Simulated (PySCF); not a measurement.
# CdSn (triplet): changing the method

What do other methods print for CdSn (triplet)?

Method: each script names its method and basis; program: PySCF 2.14.0.

8 further runs of the same task are left out: 8 that didn't finish.

### 1 The starting structure

CdSn (triplet): 2 atoms, charge 0, spin multiplicity 3.

Bond lengths: Cd1–Sn2 2.750 Å.

### 2 The base run

The input, input.py:

```python
from pyscf import gto, scf, mp

mol = gto.M(
    atom='Cd 0 0 0; Sn 0 0 2.75',
    basis='sbkjc',
    ecp={'Cd': 'sbkjc', 'Sn': 'sbkjc'},
    charge=0,
    spin=2,
    verbose=4,
)
mf = scf.UHF(mol)
mf.kernel()
mp.MP2(mf).kernel()
mf.dip_moment()
print('orbital energies (hartree):', [e[max(0, n-3):n+3].round(4) for e, n in zip(mf.mo_energy, mol.nelec)])
```

Launch:

```sh
$ python input.py
```

### 3 Olyp (UKS)

Variant 1 changes functional: none (Hartree–Fock) → olyp; SCF type: UHF → UKS; step after the SCF: mp2 → analyze.

input.py, as its differences from that of step 2:

```diff
@@ -1,2 +1,2 @@
-from pyscf import gto, scf, mp
+from pyscf import gto, dft
 
@@ -10,5 +10,5 @@
 )
-mf = scf.UHF(mol)
+mf = dft.UKS(mol, xc='olyp')
 mf.kernel()
-mp.MP2(mf).kernel()
+mf.mulliken_pop()
 mf.dip_moment()
```

### 4 M06l (UKS)

Variant 2 changes functional: none (Hartree–Fock) → m06l; SCF type: UHF → UKS; step after the SCF: mp2 → analyze.

input.py, as its differences from that of step 2:

```diff
@@ -1,2 +1,2 @@
-from pyscf import gto, scf, mp
+from pyscf import gto, dft
 
@@ -10,5 +10,5 @@
 )
-mf = scf.UHF(mol)
+mf = dft.UKS(mol, xc='m06l')
 mf.kernel()
-mp.MP2(mf).kernel()
+mf.mulliken_pop()
 mf.dip_moment()
```

### 5 Population analysis

Variant 3 changes step after the SCF: mp2 → analyze.

input.py, as its differences from that of step 2:

```diff
@@ -1,2 +1,2 @@
-from pyscf import gto, scf, mp
+from pyscf import gto, scf
 
@@ -12,3 +12,3 @@
 mf.kernel()
-mp.MP2(mf).kernel()
+mf.mulliken_pop()
 mf.dip_moment()
```

### 6 Lda,vwn (UKS)

Variant 4 changes functional: none (Hartree–Fock) → lda,vwn; SCF type: UHF → UKS; step after the SCF: mp2 → analyze.

input.py, as its differences from that of step 2:

```diff
@@ -1,2 +1,2 @@
-from pyscf import gto, scf, mp
+from pyscf import gto, dft
 
@@ -10,5 +10,5 @@
 )
-mf = scf.UHF(mol)
+mf = dft.UKS(mol, xc='lda,vwn')
 mf.kernel()
-mp.MP2(mf).kernel()
+mf.mulliken_pop()
 mf.dip_moment()
```

What does the calculation give? Wanted: for each run, E(SCF); from base; gap, α spin; SCF dipole; after the SCF.

The runs gave:

```
                run  E(SCF) (hartree)  from base (eV)  cycles  gap, α spin (eV)  SCF dipole (D)              after the SCF
               base       -169.259696               0      16              5.17            0.06  MP2 correlation -5.917 eV
         olyp (UKS)       -170.442594  not comparable      17              0.58            2.53                        n/a
         m06l (UKS)       -170.335146  not comparable      15              0.85            2.07                        n/a
population analysis       -169.259696          0.0000      16              5.17            0.06                        n/a
      lda,vwn (UKS)       -169.982263  not comparable      16              0.47            1.75                        n/a
```

Total energies of different functionals can't be compared with each other; differences within one functional can. The dearest run is “m06l (UKS)”, at 5.9 s against 1.5 s.
